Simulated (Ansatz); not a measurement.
**CH₇FGeO₂Si: ionisation energy by level of theory**

The task here is to estimate one member of a computed series from the others.

Method: unrestricted cation, the program's frozen cores in correlated methods; program: Ansatz 0.2.0, Gaussian basis.

Plan: UKS PBE-D4/def2-TZVPP; UKS r2SCAN-D4/def2-TZVPP; UKS PBE0-D4/def2-TZVPP; UKS B3LYP-D4/def2-TZVPP; UKS wB97X-V/def2-TZVPP; UKS wB97M-V/def2-TZVPP; UKS B2PLYP/def2-TZVPP; UHF-CCSD(T)/def2-TZVPP; UHF-MP2/def2-QZVPP; extrapolation to the limit; then −ε(HOMO) from the neutral's earlier runs with LDA (SPW92), PBE-D4, revPBE-D4, BLYP-D4, r2SCAN-D4, B97M-V, PBE0-D4, B3LYP-D4, r2SCANh-D4, r2SCAN0-D4, HSE06-D4, BHLYP-D4, CAM-B3LYP-D4, LC-ωPBE, ωB97X-V, ωB97M-V.

## Structure used throughout

The geometry comes from an earlier relaxation with PBE0-D4 in a triple-zeta def2 set; it is a stationary point, not always the lowest conformer.

SMILES `CO[SiH](F)[O][GeH3]`, 13 atoms, charge 0, spin multiplicity 1.

Atoms are counted from 1 here; the program's logs count them from 0.

Bond lengths: C1–O2 1.411 Å, C1–H7 1.094 Å, C1–H8 1.095 Å, C1–H9 1.091 Å, O2–Si3 1.627 Å, Si3–F4 1.595 Å, Si3–O5 1.605 Å, Si3–H10 1.473 Å, O5–Ge6 1.786 Å, Ge6–H11 1.535 Å, Ge6–H12 1.534 Å, Ge6–H13 1.533 Å. Angles: O2–C1–H7 111.2°, O2–C1–H8 111.3°, O2–C1–H9 108.1°, H7–C1–H8 108.8°, H7–C1–H9 108.8°, H8–C1–H9 108.5°, C1–O2–Si3 125.4°, O2–Si3–F4 108.4°, O2–Si3–O5 108.0°, O2–Si3–H10 112.7°, F4–Si3–O5 110.7°, F4–Si3–H10 106.2°, O5–Si3–H10 110.8°, Si3–O5–Ge6 133.3°, O5–Ge6–H11 108.7°, O5–Ge6–H12 107.9°, O5–Ge6–H13 104.8°, H11–Ge6–H12 111.6° and more.

Set-up of the first run:

Contents of in.yaml:

```yaml
crystal:
  periodic: [false, false, false]
  atoms:
    - {symbol: C, position_ang: [0.420661, -2.211244, 0.581115]}
    - {symbol: O, position_ang: [0.407189, -0.833470, 0.275518]}
    - {symbol: Si, position_ang: [-0.107867, -0.182786, -1.123878]}
    - {symbol: F, position_ang: [-1.574794, -0.732856, -1.424255]}
    - {symbol: O, position_ang: [-0.123252, 1.413036, -0.953189]}
    - {symbol: Ge, position_ang: [-0.233023, 2.491336, 0.466486]}
    - {symbol: H, position_ang: [-0.587255, -2.634754, 0.543313]}
    - {symbol: H, position_ang: [1.063405, -2.766526, -0.110383]}
    - {symbol: H, position_ang: [0.814766, -2.331380, 1.591139]}
    - {symbol: H, position_ang: [0.723302, -0.578452, -2.274137]}
    - {symbol: H, position_ang: [-1.344223, 1.975459, 1.391290]}
    - {symbol: H, position_ang: [1.132095, 2.488200, 1.166427]}
    - {symbol: H, position_ang: [-0.570606, 3.868633, -0.114645]}
basis:
  gaussian: {orbitals: def2-TZVPP}
total_charge: 1
magnetization: {spin_polarized: true, initial_magnetization: 1}
hamiltonian: {xc: pbe, dispersion: d4}
```

Among the steps run: Cation, UKS PBE-D4/def2-TZVPP; Cation, UKS r2SCAN-D4/def2-TZVPP; Cation, UKS PBE0-D4/def2-TZVPP; Cation, UKS B3LYP-D4/def2-TZVPP; Cation, UKS wB97X-V/def2-TZVPP; Cation, UKS wB97M-V/def2-TZVPP; Cation, UKS B2PLYP (frozen core)/def2-TZVPP; Cation, UHF-CCSD(T)/def2-TZVPP; Cation, UHF-MP2/def2-QZVPP.

One table of the session follows, with a row left open; its other results are not shown here.

It belongs to the step «Ionisation energies side by side». Orbital estimates, from the neutral's runs:

| functional | −ε(HOMO) (eV) |
| --- | --- |
| LDA (SPW92) | 7.16 |
| PBE-D4 | ? |
| revPBE-D4 | 6.97 |
| BLYP-D4 | 6.94 |
| r2SCAN-D4 | 7.38 |
| B97M-V | 7.53 |
| PBE0-D4 | 8.63 |
| B3LYP-D4 | 8.39 |
| r2SCANh-D4 | 7.98 |
| r2SCAN0-D4 | 8.88 |
| HSE06-D4 | 8.22 |
| BHLYP-D4 | 10.19 |
| CAM-B3LYP-D4 | 10.11 |
| LC-ωPBE | 11.46 |
| ωB97X-V | 11.13 |
| ωB97M-V | 11.05 |

Estimate the missing values for PBE-D4.

The run gave: −ε(HOMO) (eV): 7.02. In the column «−ε(HOMO) (eV)» it lies between revPBE-D4 (6.97) and LDA (SPW92) (7.16).
